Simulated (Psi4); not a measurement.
**singlet C2HF2Ge+ at 5 levels**

We compute a comparison of 5 runs (B2PLYP/6-31G*, CAM-B3LYP/6-31G*, M06-2X/6-31G*, wB97M-V/6-31G*, wB97X/6-31G*) of singlet C2HF2Ge+. 

Program for the calculation: Psi4 1.11.

### 1 The structure to begin with

The species is C2HF2Ge+ (6 atoms), meant as a singlet with charge +1. As SMILES of the parent species, `C#[C][Ge]([F])[F]`. The shape is that of a PBE0-D4/def2-TZVP optimisation. That shape belongs to the parent species and isn't relaxed for this state.

Bond lengths: C1–C2 1.206 Å, C2–Ge3 1.892 Å, Ge3–F4 1.728 Å, Ge3–F5 1.728 Å, C1–H6 1.067 Å. Angles: C1–C2–Ge3 171.1°, C2–Ge3–F4 108.5°, C2–Ge3–F5 108.5°, F4–Ge3–F5 104.7°, C2–C1–H6 178.2°.

### 2 A single-point energy at B2PLYP/6-31G(d) (density fitting for correlation, spherical functions) (run 1)

c2hf2ge.xyz reads:

```xyz
6
C2HF2Ge
C     -0.190100     0.518400     1.692900
C     -0.131400     0.204200     0.530300
Ge    -0.289600    -0.139700    -1.323100
F     -0.276600    -1.850600    -1.565100
F      1.142900     0.424100    -2.108200
H     -0.213200     0.779700     2.727000
```

job.py reads:

```python
import psi4

psi4.set_memory(1600000000)
psi4.set_num_threads(1)
psi4.core.set_output_file('psi4.out', False)

with open('c2hf2ge.xyz') as f:
    atoms = ''.join(f.readlines()[2:])
molecule = psi4.geometry('1 1\n' + atoms + 'symmetry c1')

psi4.set_options({
    'basis': '6-31G*',
    'reference': 'rks',
    'puream': True,
    'e_convergence': 1e-09,
    'd_convergence': 1e-08,
    'scf_type': 'pk',
    'dft_radial_points': 99,
    'dft_spherical_points': 590,
    'num_frozen_docc': 13,
})

E, wfn = psi4.energy("b2plyp", return_wfn=True)
print(f'b2plyp energy: {E:.10f} Eh')
```

The run is started by

```console
$ python job.py
```

psi4.out:

```text
[...]
  Running in c1 symmetry.
[...]
  Nuclear repulsion =  338.439495053189944
[...]
  Multiplicity = 1
[...]
  Nalpha       = 31
  Nbeta        = 31
[...]
    Number of basis functions: 90
[...]
   @RKS iter   1: -2350.94884390282368   -2.99702e+00   2.75354e-02 DIIS/ADIIS
[...]
   @RKS iter  14: -2351.94101072490048    0.00000e+00   7.47729e-09 DIIS
[...]
    Orbital Energies [Eh]
    ---------------------
    Doubly Occupied:
       1A   -401.843151     2A    -51.169946     3A    -45.515329
       4A    -45.512316     5A    -45.511756     6A    -25.607890
       7A    -25.607861     8A    -10.909470     9A    -10.888761
      10A     -7.020576    11A     -5.114038    12A     -5.107578
      13A     -5.105762    14A     -1.777268    15A     -1.773293
      16A     -1.767699    17A     -1.764397    18A     -1.761729
      19A     -1.570636    20A     -1.548190    21A     -1.120992
      22A     -0.925862    23A     -0.850375    24A     -0.784328
      25A     -0.781106    26A     -0.757950    27A     -0.731873
      28A     -0.726420    29A     -0.724568    30A     -0.589776
      31A     -0.588762
[...]
  @RKS Final Energy: -2351.94101072490048
   => Energetics <=
    Nuclear Repulsion Energy =            338.4394950531899440
    One-Electron Energy =               -3932.4003260714516728
    Two-Electron Energy =                1294.8170230801488287
    DFT Exchange-Correlation Energy =     -52.7972027867874516
    Empirical Dispersion Energy =           0.0000000000000000
    VV10 Nonlocal Energy =                  0.0000000000000000
    Total Energy =                      -2351.9410107249000248
[...]
 Multipole Moments:
 ------------------------------------------------------------------------------------
     Multipole            Electronic (a.u.)      Nuclear  (a.u.)        Total (a.u.)
 ------------------------------------------------------------------------------------
 L = 1.  Multiply by 2.5417464519 to convert [e a0] to [Debye]
 Dipole X            :         -2.3223584            1.0174442           -1.3049143
 Dipole Y            :         -0.1322118            1.2773611            1.1451492
 Dipole Z            :         -6.6210866            8.0078096            1.3867230
 Magnitude           :                                                    2.2219741
[...]
```

Standard output:

```text
b2plyp energy: -2352.2242664725 Eh
```

It took 22 s on 1 thread of Intel Xeon Platinum 8259CL at 2.50GHz (Skylake/Cascade Lake), shared host; peak memory 0.96 GiB.

### 3 Energy and gradient at CAM-B3LYP/6-31G(d) (spherical functions) (run 2)

c2hf2ge.py reads:

```python
import psi4

psi4.set_memory('1600 MB')
psi4.set_num_threads(1)
psi4.core.set_output_file('run.log', False)

mol = psi4.geometry("""
1 1
C     -0.190100     0.518400     1.692900
C     -0.131400     0.204200     0.530300
Ge    -0.289600    -0.139700    -1.323100
F     -0.276600    -1.850600    -1.565100
F      1.142900     0.424100    -2.108200
H     -0.213200     0.779700     2.727000
units angstrom
symmetry c1
no_reorient
no_com
""")

options = {'basis': '6-31G*', 'puream': True, 'e_convergence': 1e-09, 'd_convergence': 1e-08, 'scf_type': 'pk', 'dft_radial_points': 99, 'dft_spherical_points': 590}
psi4.set_options(options)

e = psi4.gradient('cam-b3lyp')
print('gradient / Eh bohr^-1')
print(e.np.round(6))
for k, v in sorted(psi4.core.scalar_variables().items()):
    print(f'{k:45s} {v:18.10f}')
```

The run is started by

```console
$ python c2hf2ge.py
```

run.log:

```text
[...]
  Running in c1 symmetry.
[...]
  Nuclear repulsion =  338.439495053189944
[...]
  Multiplicity = 1
[...]
  Nalpha       = 31
  Nbeta        = 31
[...]
    Number of basis functions: 90
[...]
   @RKS iter   1: -2351.69922894109686   -2.61299e+00   2.92044e-02 DIIS/ADIIS
[...]
   @RKS iter  14: -2352.83229903800520   -6.82121e-12   7.45110e-09 DIIS
[...]
  @RKS Final Energy: -2352.83229903800520
   => Energetics <=
    Nuclear Repulsion Energy =            338.4394950531899440
    One-Electron Energy =               -3932.1584511008677509
    Two-Electron Energy =                1326.1748203943120643
    DFT Exchange-Correlation Energy =     -85.2881633846401144
    Empirical Dispersion Energy =           0.0000000000000000
    VV10 Nonlocal Energy =                  0.0000000000000000
    Total Energy =                      -2352.8322990380056581
[...]
 Multipole Moments:
 ------------------------------------------------------------------------------------
     Multipole            Electronic (a.u.)      Nuclear  (a.u.)        Total (a.u.)
 ------------------------------------------------------------------------------------
 L = 1.  Multiply by 2.5417464519 to convert [e a0] to [Debye]
 Dipole X            :          5.5305290           -6.8270136           -1.2964846
 Dipole Y            :         23.7079965          -23.0425645            0.6654320
 Dipole Z            :        111.5574419         -112.1225533           -0.5651114
 Magnitude           :                                                    1.5630172
[...]
  -Total Gradient:
     Atom            X                  Y                   Z
    ------   -----------------  -----------------  -----------------
       1        0.003552985559    -0.004286806864    -0.008669824072
       2        0.021223311478    -0.001737339305     0.048168552946
       3       -0.074586333472     0.036548098602    -0.041588665006
       4        0.017006689584    -0.030017074807     0.008130411822
       5        0.035474789473    -0.000478224532     0.001056948381
       6       -0.002541961828    -0.000115332377    -0.007123203786
[...]
```

On the terminal:

```text
gradient / Eh bohr^-1
[[ 0.003553 -0.004287 -0.00867 ]
 [ 0.021223 -0.001737  0.048169]
 [-0.074586  0.036548 -0.041589]
 [ 0.017007 -0.030017  0.00813 ]
 [ 0.035475 -0.000478  0.001057]
 [-0.002542 -0.000115 -0.007123]]
CURRENT ENERGY                                  -2352.8322990380
CURRENT REFERENCE ENERGY                        -2352.8322990380
DD SOLVATION ENERGY                                 0.0000000000
DFT FUNCTIONAL TOTAL ENERGY                     -2352.8322990380
DFT TOTAL ENERGY                                -2352.8322990380
DFT VV10 ENERGY                                     0.0000000000
DFT XC ENERGY                                     -85.2881633846
GRID ELECTRONS ALPHA                               30.9999970569
GRID ELECTRONS BETA                                30.9999970569
GRID ELECTRONS TOTAL                               61.9999941138
NUCLEAR REPULSION ENERGY                          338.4394950532
ONE-ELECTRON ENERGY                             -3932.1584511009
PCM POLARIZATION ENERGY                             0.0000000000
PE ENERGY                                           0.0000000000
SCF ITERATION ENERGY                            -2352.8322990380
SCF ITERATIONS                                     14.0000000000
SCF TOTAL ENERGY                                -2352.8322990380
TWO-ELECTRON ENERGY                              1326.1748203943
XC GRID RADIAL POINTS                              99.0000000000
XC GRID SPHERICAL POINTS                          590.0000000000
XC GRID TOTAL POINTS                           335868.0000000000
```

Run time: 56 s. Hardware: 1 thread of Intel Xeon Platinum 8259CL at 2.50GHz (Skylake/Cascade Lake), shared host; peak memory 1 GiB.

Runs 3 to 4 aren't shown in full; the table further down has their settings and results.

### 4 Energy and gradient at wB97X/6-31G(d) (spherical functions) (run 5)

calc.py reads:

```python
import psi4

psi4.set_memory('1600 MB')
psi4.set_num_threads(1)
psi4.core.set_output_file('c2hf2ge.out', False)

mol = psi4.geometry("""
1 1
C     -0.190100     0.518400     1.692900
C     -0.131400     0.204200     0.530300
Ge    -0.289600    -0.139700    -1.323100
F     -0.276600    -1.850600    -1.565100
F      1.142900     0.424100    -2.108200
H     -0.213200     0.779700     2.727000
units angstrom
symmetry c1
no_reorient
no_com
""")

psi4.set_options({
    'basis': '6-31G*',
    'puream': True,
    'e_convergence': 1e-09,
    'd_convergence': 1e-08,
    'scf_type': 'pk',
    'dft_radial_points': 99,
    'dft_spherical_points': 590,
})

e, wfn = psi4.gradient('wb97x', return_wfn=True)
psi4.oeprop(wfn, 'MAYER_INDICES', 'LOWDIN_CHARGES', 'WIBERG_LOWDIN_INDICES')
print('gradient / Eh bohr^-1')
print(e.np.round(6))
print(f'energy = {wfn.energy():.10f} Eh')
```

The run is started by

```console
$ python calc.py
```

c2hf2ge.out:

```text
[...]
  Running in c1 symmetry.
[...]
  Nuclear repulsion =  338.439495053189944
[...]
  Multiplicity = 1
[...]
  Nalpha       = 31
  Nbeta        = 31
[...]
    Number of basis functions: 90
[...]
   @RKS iter   1: -2351.65593101898639   -2.78840e+00   2.91669e-02 DIIS/ADIIS
[...]
   @RKS iter  15: -2352.78315516464272   -9.09495e-13   4.97676e-09 DIIS
[...]
  @RKS Final Energy: -2352.78315516464272
   => Energetics <=
    Nuclear Repulsion Energy =            338.4394950531899440
    One-Electron Energy =               -3932.0709239503385106
    Two-Electron Energy =                1326.1555634417350120
    DFT Exchange-Correlation Energy =     -85.3072897092292806
    Empirical Dispersion Energy =           0.0000000000000000
    VV10 Nonlocal Energy =                  0.0000000000000000
    Total Energy =                      -2352.7831551646427215
[...]
 Multipole Moments:
 ------------------------------------------------------------------------------------
     Multipole            Electronic (a.u.)      Nuclear  (a.u.)        Total (a.u.)
 ------------------------------------------------------------------------------------
 L = 1.  Multiply by 2.5417464519 to convert [e a0] to [Debye]
 Dipole X            :          5.5060620           -6.8270136           -1.3209515
 Dipole Y            :         23.7052283          -23.0425645            0.6626638
 Dipole Z            :        111.4819415         -112.1225533           -0.6406118
 Magnitude           :                                                    1.6107203
[...]
  -Total Gradient:
     Atom            X                  Y                   Z
    ------   -----------------  -----------------  -----------------
       1        0.003141777704    -0.003974947229    -0.008438712306
       2        0.022652587144    -0.002524941527     0.048605708988
       3       -0.075826564673     0.036804040059    -0.043756469260
       4        0.017870405252    -0.029094240549     0.008877987995
       5        0.035231509444    -0.001329574382     0.002227882903
       6       -0.002459205449    -0.000298537487    -0.007674209890
[...]
```

Standard output:

```text
gradient / Eh bohr^-1
[[ 0.003142 -0.003975 -0.008439]
 [ 0.022653 -0.002525  0.048606]
 [-0.075827  0.036804 -0.043756]
 [ 0.01787  -0.029094  0.008878]
 [ 0.035232 -0.00133   0.002228]
 [-0.002459 -0.000299 -0.007674]]
energy = -2352.7831551646 Eh
```

Wall time 55 s (1 thread of Intel Xeon Platinum 8259CL at 2.50GHz (Skylake/Cascade Lake), shared host); peak memory 1 GiB.

### 5 The series

```
run                                                                 level      task  fitting correlation   energy (Eh)  HOMO energy (eV)  LUMO energy (eV)  HOMO–LUMO gap (eV)  wall time
  1  B2PLYP/6-31G* (density fitting for correlation, spherical functions)    energy      density fitting  -2352.224266            -16.02            -10.92                5.10       22 s
  2                                CAM-B3LYP/6-31G* (spherical functions)  gradient                    –  -2352.832299            -16.34            -10.99                5.35       56 s
  3                                   M06-2X/6-31G* (spherical functions)    energy                    –  -2352.713927            -16.22            -11.22                5.00       69 s
  4                                  wB97M-V/6-31G* (spherical functions)    energy                    –  -2352.624484            -17.20             -9.91                7.29    3.6 min
  5                                    wB97X/6-31G* (spherical functions)  gradient                    –  -2352.783155            -17.37            -10.01                7.36       55 s
```

### 6 Results

```
                       quantity           value
            run 5: total energy  -2352.78316 Eh
             run 5: HOMO energy       -17.37 eV
             run 5: LUMO energy       -10.01 eV
           run 5: HOMO–LUMO gap         7.36 eV
run 5: largest force on an atom      4.883 eV/Å
```

**Reading.** The HOMO–LUMO gap runs from 5.00 eV (M06-2X/6-31G*) to 7.36 eV (wB97X/6-31G*). Totals of different functionals can't be ranked against each other. All runs together took 7 min, the longest 3.6 min.
